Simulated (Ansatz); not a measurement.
The system is Ba2Tl5V3O12.

```
Ba V Tl O
1.0
     6.48991   -6.67692   -0.04765
     6.48991    6.67692   -0.04765
    -1.96739    0.00000    5.75220
Ba V Tl O
2 3 5 12
Direct
  0.47917 0.52083 0.00000
  0.79264 0.20736 0.00000
  0.65694 0.94605 0.25735
  0.05395 0.34306 0.74265
  0.57442 0.42558 0.50000
  0.49835 0.85629 0.63726
  0.14371 0.50165 0.36274
  0.01508 0.98492 0.50000
  0.30964 0.12677 0.21892
  0.87323 0.69036 0.78108
  0.00390 0.26325 0.44275
  0.59719 0.60676 0.67706
  0.91333 0.42820 0.84635
  0.52536 0.79943 0.20594
  0.68766 0.41628 0.31356
  0.09251 0.20316 0.88601
  0.58372 0.31234 0.68644
  0.79684 0.90749 0.11399
  0.57180 0.08667 0.15365
  0.20057 0.47464 0.79406
  0.73675 0.99610 0.55725
  0.39324 0.40281 0.32294
```

The cell was built by a generator and needn't be a form met in nature.

| Property | Result |
| --- | --- |
| Program | Ansatz 0.2.0 |
| Task | relaxation of cell and atoms |
| Functional | r2SCAN |
| Potentials or basis | Ansatz PAW |
| Cutoff | 500 eV (not typed: the program's choice for these potentials) |
| k mesh | 2 × 2 × 4 |
| Occupations | fermi-dirac, width 0.05 eV |
| Spin | collinear spin, ferromagnetic start |
| Starting moments | [0.0, 0.0, 2.0, 2.0, 2.0, 0.0, 0.0, 0.0, 0.0, 0.0, 0.0, 0.0, 0.0, 0.0, 0.0, 0.0, 0.0, 0.0, 0.0, 0.0, 0.0, 0.0] μB |

At the start: volume 22.60 Å³/atom.

Task: Where does the relaxation end?

Result: It ends after 8 steps and the volume is 21.10 Å³/atom (-6.7 %); space group C2 (No. 5, to 0.05 Å); moment 0.00 μB per cell.

The path:
```
step  energy change (eV)  largest force (eV/Å)  volume (Å³)
   1              0.0000                0.4499       497.26
   2             -0.1412                0.1586       476.79
   3             -0.1627                0.1037       466.95
   4             -0.1691                0.0465       465.17
   5             -0.1706                0.0269       464.38
   6             -0.1708                0.0192       464.21
   7             -0.1709                0.0102       464.09
   8             -0.1614                0.0096       464.09
```

Final structure:
```xyz
22
Lattice="6.3137 -6.4428 -0.0900 6.3137 6.4428 -0.0900 -1.9517 0.0000 5.7323" Properties=species:S:1:pos:R:3 pbc="T T T"
Ba    6.3137    0.2618   -0.0900
Ba    6.3137   -3.8364   -0.0900
V     9.6010    1.8747    1.3996
V     1.0747    1.8747    4.1526
V     5.3379   -0.9896    2.7761
Tl    7.2596    2.3705    3.5796
Tl    3.4161    2.3705    1.9726
Tl    5.3379    6.1220    2.7761
Tl    2.2393   -1.1578    1.2303
Tl    8.4364   -1.1578    4.3220
O     0.8092    1.5884    2.4632
O     6.2979    0.0710    3.7800
O     6.7914   -3.0733    4.6083
O     7.8999    1.8588    1.1561
O     6.4068   -1.7794    1.7228
O     0.2019    0.6896    5.0393
O     4.2689   -1.7794    3.8295
O    10.4738    0.6896    0.5129
O     3.8843   -3.0733    0.9440
O     2.7758    1.8588    4.3961
O     9.8665    1.5884    3.0890
O     4.3778    0.0710    1.7722
```

Caveat: the magnetic or orbital state may not be the lowest; the plane-wave basis is chosen anew once the cell has moved, so the energies of steps on either side of that aren't comparable; the PAW data sets come from PBE, with cores solved anew for the run's functional, which leaves a small shift of forces and pressure; the starting moments weren't kept.
